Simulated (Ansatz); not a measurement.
# Be2ZnSe3: the cost of one run

Program: Ansatz 0.2.0. Level of theory: DFT PBE, scalar-relativistic, plane waves, PAW. These are calculated values, not measurements.

## (1) The structure to begin with

Symmetry: I-4m2, No. 119, tetragonal system. The conventional cell has a = 3.773 Å, b = 3.773 Å, c = 16.007 Å, α = 90.00°, β = 90.00°, γ = 90.00°. Be (site symmetry 2mm) is surrounded by 4 Se at 2.31 Å. Around Zn (site symmetry -4m2) lie 4 Se at 2.31 Å. Around Se (site symmetry 2mm) lie 2 Zn at 2.31 Å and 2 Be at 2.31 Å. Around Se (site symmetry -4m2) lie 4 Be at 2.31 Å.

Coordinates:

```cif
data_structure
_symmetry_space_group_name_H-M 'I-4m2'
_symmetry_Int_Tables_number 119
_cell_length_a 3.7728
_cell_length_b 3.7728
_cell_length_c 16.0065
_cell_angle_alpha 90.000
_cell_angle_beta 90.000
_cell_angle_gamma 90.000
_cell_volume 227.83
loop_
_atom_site_label
_atom_site_type_symbol
_atom_site_symmetry_multiplicity
_atom_site_Wyckoff_symbol
_atom_site_fract_x
_atom_site_fract_y
_atom_site_fract_z
_atom_site_occupancy
Be1 Be 4 e 0.50000 0.50000 0.33333 1
Zn1 Zn 2 b 0.50000 0.50000 0.00000 1
Se1 Se 4 f 0.50000 0.00000 0.41667 1
Se2 Se 2 c 0.00000 0.50000 0.25000 1
```

The start is an ordering of an alloy on its end members' structure types: elements ordered on the sites of the ZnSe type, Be/Zn on Zn (I-4m2, No. 119).

## (2) Probe: one point on a coarse mesh

Input file input.yaml:

```yaml
crystal:
  lattice:
    - [-1.88638589, 1.88638589, 8.00325751]
    - [1.88638589, -1.88638589, 8.00325751]
    - [1.88638589, 1.88638589, -8.00325751]
  atoms:
    - { symbol: Be, position: [0.83333333, 0.83333333, 0.0] }
    - { symbol: Be, position: [0.16666667, 0.16666667, 0.0] }
    - { symbol: Zn, position: [0.5, 0.5, 0.0] }
    - { symbol: Se, position: [0.41666667, 0.91666667, 0.5] }
    - { symbol: Se, position: [0.08333333, 0.58333333, 0.5] }
    - { symbol: Se, position: [0.75, 0.25, 0.5] }
basis:
  ecutwfc: 420
kpoints:
  mp_grid: { grid: [6, 6, 6] }
hamiltonian:
  xc: pbe
scf:
  occupations: { method: gaussian, width: 0.1 }
  lower_state_search: "off"
output:
  forces: true
  stress: true
  eigenvalues: true
```

The run is started by

```sh
ansatz run input.yaml --threads 1 --pin off --max-ram 2560MiB --backend cpu --events-out ev --progress --plain --runs-dir out
```

Q: Estimate wall time and peak memory on 1 thread of Intel Xeon 6975P-C (Granite Rapids), shared host.

About 5.7 s, with a peak of 0.41 GiB.
